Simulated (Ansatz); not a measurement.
# BrClH₄N₂Si: basis-set convergence

An exercise on one series of results from a longer session: the logs are not shown, and one member is left open.

Method: one geometry, several basis sets; program: Ansatz 0.2.0, Gaussian basis.

Levels to be run: PBE0-D4/def2-SVP; ωB97M-V/def2-SVP; PBE0-D4/def2-QZVPP; ωB97M-V/def2-QZVPP; the functionals' def2-TZVPP values are taken from earlier runs.

## The geometry

All runs share one geometry, relaxed beforehand with PBE0-D4 in a triple-zeta def2 set.

9 atoms, charge 0, spin multiplicity 1.

Atoms are counted from 1 here; the program's logs count them from 0.

Bond lengths: N1–Si2 1.690 Å, N1–H6 1.007 Å, N1–H7 1.007 Å, Si2–N3 1.689 Å, Si2–Cl4 2.056 Å, Si2–Br5 2.227 Å, N3–H8 1.008 Å, N3–H9 1.006 Å. Angles: Si2–N1–H6 119.7°, Si2–N1–H7 120.2°, H6–N1–H7 112.4°, N1–Si2–N3 109.0°, N1–Si2–Cl4 104.7°, N1–Si2–Br5 116.6°, N3–Si2–Cl4 116.7°, N3–Si2–Br5 104.5°, Cl4–Si2–Br5 105.8°, Si2–N3–H8 119.9°, Si2–N3–H9 120.6°, H8–N3–H9 112.7°.

Coordinates:

```
N    -0.5715    1.2710   -0.4705
Si    0.2396   -0.2049   -0.3273
N    -0.0307   -0.8317    1.2178
Cl   -0.4375   -1.3267   -1.9115
Br    2.4573   -0.1481   -0.5265
H    -0.4027    2.0004    0.2036
H    -0.8043    1.6351   -1.3797
H    -0.9728   -0.9479    1.5556
H     0.6110   -1.4934    1.6214
```

Set-up of the first run:

in.yaml reads:

```yaml
crystal:
  periodic: [false, false, false]
  atoms:
    - {symbol: N, position_ang: [-0.571463, 1.271006, -0.470529]}
    - {symbol: Si, position_ang: [0.239613, -0.204873, -0.327266]}
    - {symbol: N, position_ang: [-0.030681, -0.831734, 1.217811]}
    - {symbol: Cl, position_ang: [-0.437465, -1.326735, -1.911523]}
    - {symbol: Br, position_ang: [2.457286, -0.148100, -0.526476]}
    - {symbol: H, position_ang: [-0.402678, 2.000410, 0.203610]}
    - {symbol: H, position_ang: [-0.804256, 1.635087, -1.379686]}
    - {symbol: H, position_ang: [-0.972815, -0.947934, 1.555584]}
    - {symbol: H, position_ang: [0.610959, -1.493424, 1.621374]}
basis:
  gaussian: {orbitals: def2-SVP}
hamiltonian: {xc: pbe0, dispersion: d4}
output: {orbitals: {seedname: orbitals}}
```

Among the steps run: PBE0-D4 in def2-SVP; ωB97M-V in def2-SVP; PBE0-D4 in def2-QZVPP; ωB97M-V in def2-QZVPP.

One table of the session follows, with a row left open; its other results are not shown here.

It belongs to the step «Functionals by basis». 

| functional | basis | HOMO (eV) | LUMO (eV) |
| --- | --- | --- | --- |
| PBE0-D4 | def2-SVP | -7.67 | 1.05 |
| PBE0-D4 | def2-TZVPP | -7.87 | 0.48 |
| PBE0-D4 | def2-QZVPP | -7.92 | 0.16 |
| ωB97M-V | def2-SVP | -9.93 | 2.90 |
| ωB97M-V | def2-TZVPP | ? | ? |
| ωB97M-V | def2-QZVPP | -10.20 | 1.43 |

Estimate the missing values for ωB97M-V, def2-TZVPP.

**Answer.** HOMO (eV): -10.15; LUMO (eV): 2.02. In the column «HOMO (eV)» it lies between ωB97M-V, def2-QZVPP (-10.20) and ωB97M-V, def2-SVP (-9.93).
